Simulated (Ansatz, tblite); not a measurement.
**SnH2Me(NHMe) (C₂H₉NSn): rung by rung**

Aim: run the singlet of SnH2Me(NHMe) (C₂H₉NSn) at one geometry on many levels, and compare frontier levels, spin and run time.

Computed with Ansatz 0.2.0, Gaussian basis. Level: as each input shows.

The runs, in order: GFN1-xTB, GFN2-xTB, PBE-D4/def2-TZVP, r2SCAN-D4/def2-TZVP, revPBE-D4/def2-TZVP, r2SCAN0-D4/def2-TZVP, PBE-QIDH/def2-TZVP, PBE-D4/def2-SVP, PBE0-D4/def2-SVP, CCSD(T)/def2-SVP, MP2/def2-TZVP.

2 further runs of the same task are left out: 1 that didn't finish, 1 set aside as unsound or not needed.

### 1 The relaxed structure

The geometry is that of the singlet, from an earlier relaxation (B3LYP-D4/def2-SVP).

13 atoms, charge 0, spin multiplicity 1.

Bond lengths: C1–Sn4 2.163 Å, C1–H7 1.100 Å, C1–H8 1.100 Å, C1–H9 1.100 Å, C2–N3 1.454 Å, C2–H11 1.112 Å, C2–H12 1.104 Å, C2–H13 1.106 Å, N3–Sn4 2.060 Å, N3–H10 1.019 Å, Sn4–H5 1.723 Å, Sn4–H6 1.737 Å. Angles: Sn4–C1–H7 110.2°, Sn4–C1–H8 109.3°, Sn4–C1–H9 110.1°, H7–C1–H8 109.2°, H7–C1–H9 108.9°, H8–C1–H9 109.2°, N3–C2–H11 115.7°, N3–C2–H12 110.0°, N3–C2–H13 110.6°, H11–C2–H12 106.8°, H11–C2–H13 106.9°, H12–C2–H13 106.3°, C2–N3–Sn4 120.6°, C2–N3–H10 111.3°, Sn4–N3–H10 112.5°, C1–Sn4–N3 105.8°, C1–Sn4–H5 112.8°, C1–Sn4–H6 110.9° and more.

Sn takes a core potential in the def2 sets. No spin-orbit coupling is included.

PBE0-D4/def2-TZVP was run before; its log isn't repeated, and its numbers join the tables.

### 2 GFN1-xTB

Tight binding, by tblite at 300 K electronic temperature and without a spin-polarisation term:

```python
tblite.interface.Calculator('GFN1-xTB', numbers, positions, charge=0, uhf=0).singlepoint()
```

Energy -400.8336 eV, HOMO -10.32 eV, LUMO -5.74 eV; 0.008 s.

### 3 GFN2-xTB

Tight binding, by tblite at 300 K electronic temperature and without a spin-polarisation term:

```python
tblite.interface.Calculator('GFN2-xTB', numbers, positions, charge=0, uhf=0).singlepoint()
```

Energy -376.4052 eV, HOMO -9.78 eV, LUMO -5.71 eV; 0.006 s.

### 4 PBE-D4/def2-TZVP

start.molden holds the orbitals of an earlier run on this state, given as this run's starting guess.

in.yaml reads:

```yaml
crystal:
  periodic: [false, false, false]
  atoms:
    - {symbol: C, position_ang: [-0.446392, 2.398573, -0.304499]}
    - {symbol: C, position_ang: [-0.074330, -2.320547, 0.127102]}
    - {symbol: N, position_ang: [-0.496329, -0.968688, -0.201514]}
    - {symbol: Sn, position_ang: [0.648900, 0.652637, 0.350743]}
    - {symbol: H, position_ang: [0.772699, 0.548022, 2.065746]}
    - {symbol: H, position_ang: [2.241480, 0.624930, -0.341774]}
    - {symbol: H, position_ang: [0.054913, 3.314127, 0.041763]}
    - {symbol: H, position_ang: [-1.464716, 2.364744, 0.108805]}
    - {symbol: H, position_ang: [-0.503132, 2.418088, -1.402884]}
    - {symbol: H, position_ang: [-0.820220, -0.906168, -1.165719]}
    - {symbol: H, position_ang: [0.812775, -2.697398, -0.427905]}
    - {symbol: H, position_ang: [0.169816, -2.389003, 1.201664]}
    - {symbol: H, position_ang: [-0.895454, -3.039325, -0.051518]}
basis:
  gaussian: {orbitals: def2-TZVP, initial_orbitals: start.molden}
hamiltonian: {xc: pbe, dispersion: d4}
scf: {omitted_lower_state_checks: [starts]}
output: {forces: true, orbitals: {seedname: orbitals}}
```

Started as:

```sh
$ ansatz run in.yaml --threads 2 --pin off --events-out ev --progress --plain --max-ram 4352MiB
```

What it wrote, cut to the lines that bear on the results:

```text
Functional definition: PBE
  name "PBE"
  cite "Perdew, Burke & Ernzerhof, Phys. Rev. Lett. 77, 3865 (1996) doi:10.1103/PhysRevLett.77.3865"
  parent pbe
[...]
1299 factors; their error is unknown
[...]
mean field -9537.93768101 eV, -350.5127447306 hartree, gradient 1.2e-5 eV, S^2 0.000000; 0 other end points of the search recorded, 0 dependent functions left out
[...]
reference -9537.93773747 eV, -350.5127468058 hartree; 25, 25 occupied and 172, 172 virtual orbitals, 1299 factors
Total energy: -9538.17670016 eV, -350.5215285225 hartree
Atom 0 at    -0.446392     2.398573    -0.304499 Å, force    -0.032689    -0.019291    -0.013068 eV/Å
Atom 1 at    -0.074330    -2.320547     0.127102 Å, force     0.158827    -0.238509     0.051615 eV/Å
Atom 2 at    -0.496329    -0.968688    -0.201514 Å, force    -0.109314     0.222744     0.095810 eV/Å
Atom 3 at     0.648900     0.652637     0.350743 Å, force    -0.108075     0.002265    -0.096244 eV/Å
Atom 4 at     0.772699     0.548022     2.065746 Å, force     0.000778    -0.025735     0.014587 eV/Å
Atom 5 at     2.241480     0.624930    -0.341774 Å, force     0.022906    -0.009626    -0.005907 eV/Å
Atom 6 at     0.054913     3.314127     0.041763 Å, force    -0.024631    -0.084203    -0.020767 eV/Å
Atom 7 at    -1.464716     2.364744     0.108805 Å, force     0.087399    -0.004278    -0.027818 eV/Å
Atom 8 at    -0.503132     2.418088    -1.402884 Å, force     0.015697    -0.009770     0.090868 eV/Å
Atom 9 at    -0.820220    -0.906168    -1.165719 Å, force     0.041712     0.008726    -0.054284 eV/Å
Atom 10 at     0.812775    -2.697398    -0.427905 Å, force    -0.051810     0.046497     0.028712 eV/Å
Atom 11 at     0.169816    -2.389003     1.201664 Å, force    -0.023433     0.039288    -0.065630 eV/Å
Atom 12 at    -0.895454    -3.039325    -0.051518 Å, force     0.022631     0.071892     0.002124 eV/Å
Dipole moment:    -0.010653     0.090005    -0.166461 e Å
Checks for a lower state left out: starts
```

Run time: 6.5 s. Hardware: 2 threads of Arm Neoverse N1, shared host.

Report: HOMO -4.94 eV, LUMO -0.59 eV.

### 5 r2SCAN-D4/def2-TZVP

Changes to in.yaml since step 4:

```diff
@@ -18,4 +18,4 @@
   gaussian: {orbitals: def2-TZVP, initial_orbitals: start.molden}
-hamiltonian: {xc: pbe, dispersion: d4}
+hamiltonian: {xc: r2scan, dispersion: d4}
 scf: {omitted_lower_state_checks: [starts]}
-output: {forces: true, orbitals: {seedname: orbitals}}
+output: {orbitals: {seedname: orbitals}}
```

Same command.

What it wrote:

```text
Functional definition: r2SCAN
  name "r2SCAN"
  cite "Furness, Kaplan, Ning, Perdew & Sun, J. Phys. Chem. Lett. 11, 8208 (2020) doi:10.1021/acs.jpclett.0c02405"
  cite "Furness, Kaplan, Ning, Perdew & Sun, J. Phys. Chem. Lett. 11, 9248 (2020) doi:10.1021/acs.jpclett.0c03077"
  parent r2scan
  parameter k0 = 0.174
  parameter k1 = 0.065
  parameter a1 = 4.9479
  exchange = r2scan_x(k0 = k0, k1 = k1, a1 = a1)
  correlation = r2scan_c
these checks for a lower state are left out or cut short: starts
1299 factors; their error is unknown
mean field evaluation 1: about -9543.0556 eV, gradient 5.2e0 eV
mean field evaluation 2: about -9543.0960 eV, gradient 4.0e-2 eV
mean field evaluation 4: about -9543.0710 eV, gradient 2.3e-4 eV
mean field -9543.07103789 eV, -350.7013921165 hartree, gradient 1.4e-5 eV, S^2 0.000000; 0 other end points of the search recorded, 0 dependent functions left out
reference -9543.07105438 eV, -350.7013927227 hartree; 25, 25 occupied and 172, 172 virtual orbitals, 1299 factors
Total energy: -9543.13096098 eV, -350.7035942495 hartree
Checks for a lower state left out: starts
```

It took 10 s on 2 threads of Arm Neoverse N1, shared host.

Report: HOMO -5.20 eV, LUMO -0.20 eV.

### 6 revPBE-D4/def2-TZVP

Changes to in.yaml since step 5:

```diff
@@ -18,3 +18,3 @@
   gaussian: {orbitals: def2-TZVP, initial_orbitals: start.molden}
-hamiltonian: {xc: r2scan, dispersion: d4}
+hamiltonian: {xc: {name: revPBE}, dispersion: d4}
 scf: {omitted_lower_state_checks: [starts]}
```

Launched as before.

What it wrote:

```text
Functional definition: revPBE
  name "revPBE"
  cite "Zhang & Yang, Phys. Rev. Lett. 80, 890 (1998) doi:10.1103/PhysRevLett.80.890"
  cite "Perdew, Burke & Ernzerhof, Phys. Rev. Lett. 77, 3865 (1996) doi:10.1103/PhysRevLett.77.3865"
  parameter kappa = 1.245
  parameter beta = 0.06672455060314922
  exchange = pbe_x(kappa = kappa, mu = beta*pi^2/3)
  correlation = pbe_c(beta = beta)
these checks for a lower state are left out or cut short: starts
1299 factors; their error is unknown
mean field evaluation 1: about -9543.2406 eV, gradient 9.0e0 eV
mean field evaluation 2: about -9543.3276 eV, gradient 1.0e-1 eV
mean field evaluation 4: about -9543.2955 eV, gradient 3.0e-4 eV
mean field -9543.29545219 eV, -350.7096391898 hartree, gradient 7.0e-6 eV, S^2 0.000000; 0 other end points of the search recorded, 0 dependent functions left out
reference -9543.29552297 eV, -350.7096417911 hartree; 25, 25 occupied and 172, 172 virtual orbitals, 1299 factors
Total energy: -9544.00327358 eV, -350.7356511463 hartree
Checks for a lower state left out: starts
```

It took 5.5 s on 2 threads of Arm Neoverse N1, shared host.

HOMO -4.89 eV, LUMO -0.49 eV.

### 7 r2SCAN0-D4/def2-TZVP

Changes to in.yaml since step 6:

```diff
@@ -18,3 +18,3 @@
   gaussian: {orbitals: def2-TZVP, initial_orbitals: start.molden}
-hamiltonian: {xc: {name: revPBE}, dispersion: d4}
+hamiltonian: {xc: {name: r2SCAN0}, dispersion: d4}
 scf: {omitted_lower_state_checks: [starts]}
```

The command is unchanged.

What it wrote, cut to the lines that bear on the results:

```text
Functional definition: r2SCAN0
  name "r2SCAN0"
  cite "Bursch, Neugebauer, Ehlert & Grimme, J. Chem. Phys. 156, 134105 (2022) doi:10.1063/5.0086040"
  cite "Furness, Kaplan, Ning, Perdew & Sun, J. Phys. Chem. Lett. 11, 8208 (2020) doi:10.1021/acs.jpclett.0c02405"
  cite "Furness, Kaplan, Ning, Perdew & Sun, J. Phys. Chem. Lett. 11, 9248 (2020) doi:10.1021/acs.jpclett.0c03077"
  parent r2scan
[...]
1372 factors; their error is unknown
[...]
mean field -9541.92869226 eV, -350.6594116890 hartree, gradient 2.5e-5 eV, S^2 0.000000; 0 other end points of the search recorded, 0 dependent functions left out
reference -9541.92870530 eV, -350.6594121683 hartree; 25, 25 occupied and 172, 172 virtual orbitals, 1372 factors
Total energy: -9541.99916361 eV, -350.6620014634 hartree
Checks for a lower state left out: starts
```

It took 12 s on 2 threads of Arm Neoverse N1, shared host.

From the report: HOMO -6.47 eV, LUMO 0.46 eV.

### 8 PBE-QIDH/def2-TZVP

Changes to in.yaml since step 7:

```diff
@@ -18,4 +18,3 @@
   gaussian: {orbitals: def2-TZVP, initial_orbitals: start.molden}
-hamiltonian: {xc: {name: r2SCAN0}, dispersion: d4}
+hamiltonian: {xc: {name: PBE-QIDH}}
 scf: {omitted_lower_state_checks: [starts]}
-output: {orbitals: {seedname: orbitals}}
```

Same command.

What it wrote, cut to the lines that bear on the results:

```text
Functional definition: PBE-QIDH
  name "PBE-QIDH"
  cite "Brémond, Sancho-García, Pérez-Jiménez & Adamo, J. Chem. Phys. 141, 031101 (2014) doi:10.1063/1.4890314"
  cite "Perdew, Burke & Ernzerhof, Phys. Rev. Lett. 77, 3865 (1996) doi:10.1103/PhysRevLett.77.3865"
[...]
1517 factors; integrals over basis functions are off by at most 1.3e-3 eV
[...]
mean field -9523.73786679 eV, -349.9909111830 hartree, gradient 2.9e-6 eV, S^2 0.000000; 0 other end points of the search recorded, 0 dependent functions left out
7 core orbitals not correlated: weight in the atoms' cores, before any rotation towards them, 1.000 or more for the frozen orbitals, at most 0.000 for the correlated occupied ones
reference -9523.73788278 eV, -349.9909117709 hartree; 18, 18 occupied and 172, 172 virtual orbitals, 1517 factors
second order -27.05338174 eV of doubles, -0.00000000 eV of singles
Total energy: -9532.75567670 eV, -350.3223095847 hartree
Checks for a lower state left out: starts
```

Wall time 13 s (2 threads of Arm Neoverse N1, shared host).

### 9 PBE-D4/def2-SVP

Changes to in.yaml since step 8:

```diff
@@ -17,4 +17,5 @@
 basis:
-  gaussian: {orbitals: def2-TZVP, initial_orbitals: start.molden}
-hamiltonian: {xc: {name: PBE-QIDH}}
+  gaussian: {orbitals: def2-SVP, initial_orbitals: start.molden}
+hamiltonian: {xc: pbe, dispersion: d4}
 scf: {omitted_lower_state_checks: [starts]}
+output: {orbitals: {seedname: orbitals}}
```

Same command.

What it wrote:

```text
Functional definition: PBE
  name "PBE"
  cite "Perdew, Burke & Ernzerhof, Phys. Rev. Lett. 77, 3865 (1996) doi:10.1103/PhysRevLett.77.3865"
  parent pbe
  parameter kappa = 0.804
  parameter beta = 0.06672455060314922
  exchange = pbe_x(kappa = kappa, mu = beta*pi^2/3)
  correlation = pbe_c(beta = beta)
these checks for a lower state are left out or cut short: starts
1301 factors; their error is unknown
mean field evaluation 1: about -9533.0540 eV, gradient 2.6e1 eV
mean field evaluation 2: about -9533.3821 eV, gradient 4.7e-1 eV
mean field evaluation 4: about -9533.3401 eV, gradient 2.4e-1 eV
mean field -9533.34019860 eV, -350.3437903686 hartree, gradient 8.1e-5 eV, S^2 0.000000; 0 other end points of the search recorded, 0 dependent functions left out
reference -9533.34024221 eV, -350.3437919709 hartree; 25, 25 occupied and 88, 88 virtual orbitals, 1301 factors
Total energy: -9533.57920489 eV, -350.3525736877 hartree
Checks for a lower state left out: starts
```

It took 2.6 s on 2 threads of Arm Neoverse N1, shared host.

HOMO -4.69 eV, LUMO -0.20 eV.

### 10 PBE0-D4/def2-SVP

Changes to in.yaml since step 9:

```diff
@@ -18,3 +18,3 @@
   gaussian: {orbitals: def2-SVP, initial_orbitals: start.molden}
-hamiltonian: {xc: pbe, dispersion: d4}
+hamiltonian: {xc: pbe0, dispersion: d4}
 scf: {omitted_lower_state_checks: [starts]}
```

Same command.

What it wrote:

```text
Functional definition: PBE0
  name "PBE0"
  cite "Adamo & Barone, J. Chem. Phys. 110, 6158 (1999) doi:10.1063/1.478522"
  cite "Perdew, Burke & Ernzerhof, Phys. Rev. Lett. 77, 3865 (1996) doi:10.1103/PhysRevLett.77.3865"
  parent pbe
  parameter a = 0.25
  parameter kappa = 0.804
  parameter beta = 0.06672455060314922
  exchange = (1 - a)*pbe_x(kappa = kappa, mu = beta*pi^2/3) + a*exact_x
  correlation = pbe_c(beta = beta)
these checks for a lower state are left out or cut short: starts
1364 factors; their error is unknown
mean field evaluation 1: about -9534.0498 eV, gradient 2.6e1 eV
mean field evaluation 2: about -9534.2856 eV, gradient 3.4e-1 eV
mean field evaluation 4: about -9534.3444 eV, gradient 7.0e-4 eV
mean field -9534.34441571 eV, -350.3806946667 hartree, gradient 6.9e-6 eV, S^2 0.000000; 0 other end points of the search recorded, 0 dependent functions left out
reference -9534.34444892 eV, -350.3806958869 hartree; 25, 25 occupied and 88, 88 virtual orbitals, 1364 factors
Total energy: -9534.54721433 eV, -350.3881473785 hartree
Checks for a lower state left out: starts
```

Run time: 3.5 s. Hardware: 2 threads of Arm Neoverse N1, shared host.

HOMO -6.10 eV, LUMO 0.64 eV.

### 11 CCSD(T)/def2-SVP

Changes to in.yaml since step 10:

```diff
@@ -18,3 +18,3 @@
   gaussian: {orbitals: def2-SVP, initial_orbitals: start.molden}
-hamiltonian: {xc: pbe0, dispersion: d4}
+correlation: {method: ccsd_t}
 scf: {omitted_lower_state_checks: [starts]}
```

Same command.

What it wrote, cut to the lines that bear on the results:

```text
Functional definition: HF
  name "HF"
  cite "Fock, Z. Phys. 61, 126 (1930) doi:10.1007/BF01340294"
  parent pbe
[...]
1246 factors; integrals over basis functions are off by at most 1.4e-3 eV
[...]
mean field -9486.86271954 eV, -348.6357745164 hartree, gradient 2.2e-6 eV, S^2 0.000000; 0 other end points of the search recorded, 0 dependent functions left out
7 core orbitals not correlated: weight in the atoms' cores, before any rotation towards them, 1.000 or more for the frozen orbitals, at most 0.000 for the correlated occupied ones
reference -9486.86271954 eV, -348.6357745164 hartree; 18, 18 occupied and 88, 88 virtual orbitals, 1246 factors
second order -15.93988441 eV of doubles, -0.00000000 eV of singles
cycle   1  -16.93157290 eV  change   -9.9e-1 eV  update   9.3e-2
[...]
cycle   9  -17.52754314 eV  change    3.0e-6 eV  update   3.0e-5
perturbative correction -0.49771680 eV, -0.0182907551 hartree
Total energy: -9504.88797948 eV, -349.2981906015 hartree
Checks for a lower state left out: starts
```

Wall time 31 s (2 threads of Arm Neoverse N1, shared host); peak memory 0.66 GiB.

Report: Hartree-Fock HOMO -9.59 eV, LUMO 3.53 eV; T1 0.009.

### 12 MP2/def2-TZVP

Changes to in.yaml since step 11:

```diff
@@ -17,4 +17,4 @@
 basis:
-  gaussian: {orbitals: def2-SVP, initial_orbitals: start.molden}
-correlation: {method: ccsd_t}
+  gaussian: {orbitals: def2-TZVP, initial_orbitals: start.molden}
+correlation: {method: mp2}
 scf: {omitted_lower_state_checks: [starts]}
```

Same command.

What it wrote:

```text
Functional definition: HF
  name "HF"
  cite "Fock, Z. Phys. 61, 126 (1930) doi:10.1007/BF01340294"
  parent pbe
  exchange = exact_x
  correlation = 0
these checks for a lower state are left out or cut short: starts
1517 factors; integrals over basis functions are off by at most 1.3e-3 eV
mean field evaluation 1: about -9490.3746 eV, gradient 2.2e1 eV
mean field evaluation 2: about -9491.1036 eV, gradient 6.8e-1 eV
mean field evaluation 4: about -9491.2955 eV, gradient 5.5e-3 eV
mean field evaluation 8: about -9491.2955 eV, gradient 2.8e-6 eV
mean field -9491.29548151 eV, -348.7986755144 hartree, gradient 3.5e-6 eV, S^2 0.000000; 0 other end points of the search recorded, 0 dependent functions left out
7 core orbitals not correlated: weight in the atoms' cores, before any rotation towards them, 1.000 or more for the frozen orbitals, at most 0.000 for the correlated occupied ones
reference -9491.29548151 eV, -348.7986755144 hartree; 18, 18 occupied and 172, 172 virtual orbitals, 1517 factors
second order -24.08461616 eV of doubles, -0.00000000 eV of singles
Total energy: -9515.38009767 eV, -349.6837688332 hartree
Checks for a lower state left out: starts
```

It took 7 s on 2 threads of Arm Neoverse N1, shared host.

From the report: Hartree-Fock HOMO -9.64 eV, LUMO 2.58 eV.

### 13 Levels side by side

```
               level  functions  HOMO (eV)  LUMO (eV)  gap (eV)   time
     PBE-D4/def2-SVP        113      -4.69      -0.20      4.49  2.6 s
    PBE-D4/def2-TZVP        197      -4.94      -0.59      4.35  6.5 s
 revPBE-D4/def2-TZVP        197      -4.89      -0.49      4.40  5.5 s
 r2SCAN-D4/def2-TZVP        197      -5.20      -0.20      4.99   10 s
    PBE0-D4/def2-SVP        113      -6.10       0.64      6.74  3.5 s
   PBE0-D4/def2-TZVP        197      -6.29       0.20      6.49  7.5 s
r2SCAN0-D4/def2-TZVP        197      -6.47       0.46      6.93   12 s
```

The pieces so far (eV):

```csv
basis,HF,MP2 correlation,CCSD correlation,(T),total
def2-SVP,-9486.8627,-15.9399,-17.5275,-0.4977,-9504.8880
def2-TZVP,-9491.2955,-24.0846,,,-9515.3801 (MP2)
```

The correlation energy is far from converged in these sets, so it jumps between bases; where outer-core shells are correlated, the sets cover them unevenly.

### 14 Binding energy

Free atoms were run apart at each level; binding is atoms less cluster, divided by the number of atoms, without zero-point or spin-orbit terms.

Differences are taken before rounding.

```
              method  binding an atom (eV)  from CCSD(T)/def2-SVP (eV)   time
         HF/def2-SVP                 2.468                      -0.763       
        HF/def2-TZVP                 2.455                      -0.777       
     PBE-D4/def2-SVP                 3.458                      +0.226  2.6 s
    PBE-D4/def2-TZVP                 3.457                      +0.225  6.5 s
 revPBE-D4/def2-TZVP                 3.383                      +0.152  5.5 s
 r2SCAN-D4/def2-TZVP                 3.405                      +0.174   10 s
    PBE0-D4/def2-SVP                 3.414                      +0.182  3.5 s
   PBE0-D4/def2-TZVP                 3.410                      +0.178  7.5 s
r2SCAN0-D4/def2-TZVP                 3.366                      +0.135   12 s
        MP2/def2-SVP                 3.221                      -0.010       
       MP2/def2-TZVP                 3.278                      +0.047    7 s
       CCSD/def2-SVP                 3.202                      -0.029       
    CCSD(T)/def2-SVP                 3.232                           0   31 s
```

Among the levels timed on like hardware and quicker than the yardstick, those that no quicker one beats, quickest first: PBE-D4/def2-SVP (2.6 s, +0.226 eV); PBE0-D4/def2-SVP (3.5 s, +0.182 eV); revPBE-D4/def2-TZVP (5.5 s, +0.152 eV); MP2/def2-TZVP (7 s, +0.047 eV).

### 15 Summary of results

| quantity | value |
| --- | --- |
| gap in def2-TZVP, named functionals, smallest and largest | 4.35 eV (PBE-D4), 6.93 eV (r2SCAN0-D4) |
| correlation energy, CCSD(T)/def2-SVP | -18.03 eV |
| correlation energy, MP2/def2-TZVP | -24.08 eV |
| binding an atom, CCSD(T)/def2-SVP | 3.232 eV |
| PBE0 total energy, smallest basis above largest | 4.45 eV (def2-SVP, def2-TZVP) |

In words: Orbital gaps of the named functionals in def2-TZVP span 4.35 eV (PBE-D4) to 6.93 eV (r2SCAN0-D4); exact exchange widens it. The functionals in def2-TZVP miss CCSD(T)/def2-SVP by +0.135 (r2SCAN0-D4) to +0.225 eV (PBE-D4) an atom. The yardstick is in a double-zeta basis, so levels in larger sets aren't compared like for like. The reference is CCSD(T) in one finite basis, so it carries an error of its own, often a tenth of an eV or more, and near misses can't be ranked.

For cost: MP2/def2-TZVP gets within 0.047 eV in 7 s, where CCSD(T)/def2-SVP took 31 s; the quickest level in the cost chart, PBE-D4/def2-SVP, takes 2.6 s and misses by 0.226 eV. The slowest run with a step of its own, CCSD(T)/def2-SVP, took 31 s; the quickest functional in def2-TZVP took 5.5 s (shared host).
